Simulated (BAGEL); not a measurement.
# C2H5FOSi (SMILES FC1CO[SiH2]1): a chain of runs

Aim: the energy (HF/6-31G*), then the energy (NEVPT2(2,2)/6-31G*), then a single-point energy (CASPT2(2,2)/6-31G*) of C2H5FOSi. 

Program for the calculation: BAGEL 1.2.2.

1 further run of the same task is left out (set aside as unsound or not needed).

## 1. Starting point

The species is C2H5FOSi (10 atoms), meant as a singlet with charge 0. SMILES: `FC1CO[SiH2]1`. The Si5–H9 distance was set to 2.006 Å, away from the relaxed value. At this shape a bond of the SMILES string is far longer than usual.

Bond lengths: F1–C2 1.381 Å, C2–C3 1.541 Å, C3–O4 1.445 Å, C2–Si5 1.901 Å, O4–Si5 1.669 Å, C2–H6 1.092 Å, C3–H7 1.094 Å, C3–H8 1.093 Å, Si5–H10 1.485 Å. Some angles: F1–C2–C3 113.3°, F1–C2–Si5 118.4°, C3–C2–Si5 82.8°, C2–C3–O4 101.7°, C3–O4–Si5 94.5°, C2–Si5–O4 80.7°, F1–C2–H6 108.1°, C3–C2–H6 113.6°, Si5–C2–H6 118.8°, C2–C3–H7 110.5°. A long bond or contact: Si5–H9 2.006 Å.

## 2. A single-point energy at HF/6-31G(d) (density fitting with svp-jkfit, spherical functions) (run 1)

The input, input.json:

```json
{ "bagel" : [

{
  "title" : "molecule",
  "basis" : "6-31gs.json",
  "df_basis" : "svp-jkfit",
  "angstrom" : false,
  "geometry" : [
    { "atom" : "F", "xyz" : [ -3.64542909, -1.32492289, -2.18533220 ] },
    { "atom" : "C", "xyz" : [ -1.86096071, -0.86250691, -0.33755800 ] },
    { "atom" : "C", "xyz" : [  0.34397173, -2.76489420, -0.36325827 ] },
    { "atom" : "O", "xyz" : [  2.49674773, -1.11440740, -0.67544103 ] },
    { "atom" : "Si", "xyz" : [  0.75895559,  1.49058006, -1.04374865 ] },
    { "atom" : "H", "xyz" : [ -2.83303583, -0.75044615,  1.47827983 ] },
    { "atom" : "H", "xyz" : [  0.16747131, -4.05671098, -1.96725781 ] },
    { "atom" : "H", "xyz" : [  0.55203057, -3.85205364,  1.38039202 ] },
    { "atom" : "H", "xyz" : [  1.55108720,  4.21163261,  1.47474227 ] },
    { "atom" : "H", "xyz" : [  0.77766387,  2.57755053, -3.63172858 ] }
  ]
},
{ "title" : "hf" },
{ "title" : "print", "file" : "orbitals.molden", "orbitals" : true }

]}
```

The basis set 6-31G* is read from a file made from the Basis Set Exchange's data (not shown).

Started as:

```console
$ BAGEL_NUM_THREADS=1 BAGEL input.json > input.out
```

What it wrote:

```text
* using 1 threads per process

  ===============================================================
  ===============================================================

  *** Geometry ***

  { "atom" : "F", "xyz" : [     -3.645429,     -1.324923,     -2.185332 ] },
  { "atom" : "C", "xyz" : [     -1.860961,     -0.862507,     -0.337558 ] },
  { "atom" : "C", "xyz" : [      0.343972,     -2.764894,     -0.363258 ] },
[... 6 lines of this table left out ...]
  { "atom" : "H", "xyz" : [      0.777664,      2.577551,     -3.631729 ] },

  Number of auxiliary basis functions:      522

  Since a DF basis is specified, we compute 2- and 3-index integrals:
    o Being stored without compression. Storage requirement is 0.029 GB

  Number of basis functions:       84
  Number of electrons      :       48

    * METHOD: MOLECULE                             0.57

  *** RHF ***

  === Nuclear Repulsion ===
   238.1520260195

      * DIIS with orbital gradients will be used.

  === RHF iteration (6-31gs.json) ===
      0       -541.55222858          0.02004470           0.18
      1       -541.69979086          0.01361861           0.16
      2       -541.78780003          0.00173617           0.16
[... 11 lines of this table left out ...]
     14       -541.79012126          0.00000001           0.17
    * SCF iteration converged.

    * Permanent dipole moment:
           (    0.320761,     0.147835,    -0.209360) a.u.

    * METHOD: HF                                   2.75

    * METHOD: PRINT                                0.03

  ===============================================================
```

Wall time 3.9 s (1 thread of Intel Xeon Platinum 8259CL at 2.50GHz (Skylake/Cascade Lake), shared host); peak memory 0.14 GiB.

## 3. A single-point energy at NEVPT2(2,2)/6-31G(d) (density fitting with svp-jkfit, spherical functions) (run 2)

The input, nevpt2.json:

```json
{ "bagel": [

{
  "title": "molecule",
  "basis": "6-31gs.json",
  "df_basis": "svp-jkfit",
  "geometry": [
    { "atom": "F", "xyz": [ -3.64542909, -1.32492289, -2.18533220 ] },
    { "atom": "C", "xyz": [ -1.86096071, -0.86250691, -0.33755800 ] },
    { "atom": "C", "xyz": [  0.34397173, -2.76489420, -0.36325827 ] },
    { "atom": "O", "xyz": [  2.49674773, -1.11440740, -0.67544103 ] },
    { "atom": "Si", "xyz": [  0.75895559,  1.49058006, -1.04374865 ] },
    { "atom": "H", "xyz": [ -2.83303583, -0.75044615,  1.47827983 ] },
    { "atom": "H", "xyz": [  0.16747131, -4.05671098, -1.96725781 ] },
    { "atom": "H", "xyz": [  0.55203057, -3.85205364,  1.38039202 ] },
    { "atom": "H", "xyz": [  1.55108720,  4.21163261,  1.47474227 ] },
    { "atom": "H", "xyz": [  0.77766387,  2.57755053, -3.63172858 ] }
  ]
},
{
  "title": "hf"
},
{
  "title": "nevpt2",
  "nstate": 1,
  "nact": 2,
  "nclosed": 23,
  "active": [24, 26],
  "maxiter": 200,
  "natocc": "true",
  "ncore": 9
},
{
  "title": "print",
  "file": "orbitals.molden",
  "orbitals": "true"
}

]}
```

The basis set 6-31G* is read from a file made from the Basis Set Exchange's data (not shown).

Started as:

```console
$ BAGEL_NUM_THREADS=1 BAGEL nevpt2.json > nevpt2.out
```

What it wrote:

```text
* using 1 threads per process

  ===============================================================
  ===============================================================

  *** Geometry ***

  { "atom" : "F", "xyz" : [     -3.645429,     -1.324923,     -2.185332 ] },
  { "atom" : "C", "xyz" : [     -1.860961,     -0.862507,     -0.337558 ] },
  { "atom" : "C", "xyz" : [      0.343972,     -2.764894,     -0.363258 ] },
[... 6 lines of this table left out ...]
  { "atom" : "H", "xyz" : [      0.777664,      2.577551,     -3.631729 ] },

[... 23 lines left out ...]
    * SCF iteration converged.
[... 1 line left out ...]
    * Permanent dipole moment:
[... 28 lines left out ...]
    * Second-order optimization converged. *
[... 9 lines left out ...]
     * ci vector, state   0, <S^2> = 0.0000
       2.     0.9827990944
       .2    -0.1846779361

  === DF-NEVPT2 calculation ===

    * 3-index integral transformation done
    * assembly done

      NEVPT2 correlation energy:   -0.6607308669      0.39

          (+0)     -0.6322112515
          (+0)'    -0.0036560199
          (+1)     -0.0106340625
          (+1)'    -0.0000000000
          (+2)     -0.0002558774
          (-1)     -0.0119319736
          (-1)'     0.0000000000
          (-2)     -0.0020416820

      NEVPT2 total energy:       -542.4766538259

    * METHOD: NEVPT2                               8.63

    * METHOD: PRINT                                0.03

  ===============================================================
```

Run time: 12 s. Hardware: 1 thread of Intel Xeon Platinum 8259CL at 2.50GHz (Skylake/Cascade Lake), shared host; peak memory 0.14 GiB.

## 4. The energy at CASPT2(2,2)/6-31G(d) (density fitting with svp-jkfit, spherical functions) (run 3)

The input, caspt2.json:

```json
{ "bagel" : [

{
  "title" : "molecule",
  "basis" : "6-31gs.json",
  "df_basis" : "svp-jkfit",
  "geometry" : [
    { "atom" : "F", "xyz" : [    -3.64542909,    -1.32492289,    -2.18533220 ] },
    { "atom" : "C", "xyz" : [    -1.86096071,    -0.86250691,    -0.33755800 ] },
    { "atom" : "C", "xyz" : [     0.34397173,    -2.76489420,    -0.36325827 ] },
    { "atom" : "O", "xyz" : [     2.49674773,    -1.11440740,    -0.67544103 ] },
    { "atom" : "Si", "xyz" : [     0.75895559,     1.49058006,    -1.04374865 ] },
    { "atom" : "H", "xyz" : [    -2.83303583,    -0.75044615,     1.47827983 ] },
    { "atom" : "H", "xyz" : [     0.16747131,    -4.05671098,    -1.96725781 ] },
    { "atom" : "H", "xyz" : [     0.55203057,    -3.85205364,     1.38039202 ] },
    { "atom" : "H", "xyz" : [     1.55108720,     4.21163261,     1.47474227 ] },
    { "atom" : "H", "xyz" : [     0.77766387,     2.57755053,    -3.63172858 ] }
  ]
},

{
  "title" : "hf"
},

{
  "title" : "casscf",
  "nstate" : 1,
  "nact" : 2,
  "nclosed" : 23,
  "active" : [24, 26],
  "maxiter" : 200,
  "natocc" : true
},

{
  "title" : "print",
  "file" : "orbitals.molden",
  "orbitals" : true
},

{
  "title" : "smith",
  "method" : "caspt2",
  "ms" : true,
  "xms" : true,
  "sssr" : true,
  "shift" : 0.2,
  "shift_imag" : true,
  "ncore" : 9
}

]}
```

The basis set 6-31G* is read from a file made from the Basis Set Exchange's data (not shown).

Started as:

```console
$ BAGEL_NUM_THREADS=1 BAGEL caspt2.json > caspt2.out
```

What it wrote:

```text
* using 1 threads per process

  ===============================================================
  ===============================================================

  *** Geometry ***

  { "atom" : "F", "xyz" : [     -3.645429,     -1.324923,     -2.185332 ] },
  { "atom" : "C", "xyz" : [     -1.860961,     -0.862507,     -0.337558 ] },
  { "atom" : "C", "xyz" : [      0.343972,     -2.764894,     -0.363258 ] },
[... 6 lines of this table left out ...]
  { "atom" : "H", "xyz" : [      0.777664,      2.577551,     -3.631729 ] },

[... 25 lines left out ...]
    * Permanent dipole moment:
[... 37 lines left out ...]
     * ci vector, state   0, <S^2> = 0.0000
[... 21 lines left out ...]
       #      aibj      arbs      arbi      airj      risj      airs      arst      rist         Etot      error   time
[... 8 lines left out ...]
      ------------------------------------------------------------------------------------------------------------------

    * CASPT2 energy : state  0     -542.4801302526
        w/o shift correction       -542.4773479537
        reference weight              0.8340843877

    * METHOD: SMITH                                1.38

  ===============================================================
```

It took 14 s on 1 thread of Intel Xeon Platinum 8259CL at 2.50GHz (Skylake/Cascade Lake), shared host; peak memory 0.23 GiB.

## 5. What came out

| quantity | value |
| --- | --- |
| run 1, HF/6-31G*: total energy | -541.79012 Eh |
| run 1, HF/6-31G*: dipole moment | 1.04 D |
| run 1, HF/6-31G*: HOMO energy | -10.99 eV |
| run 1, HF/6-31G*: LUMO energy | 2.98 eV |
| run 1, HF/6-31G*: HOMO–LUMO gap | 13.97 eV |
| run 2, NEVPT2(2,2)/6-31G*: total energy | -542.47665 Eh |
| run 3, CASPT2(2,2)/6-31G*: total energy | -542.48013 Eh |
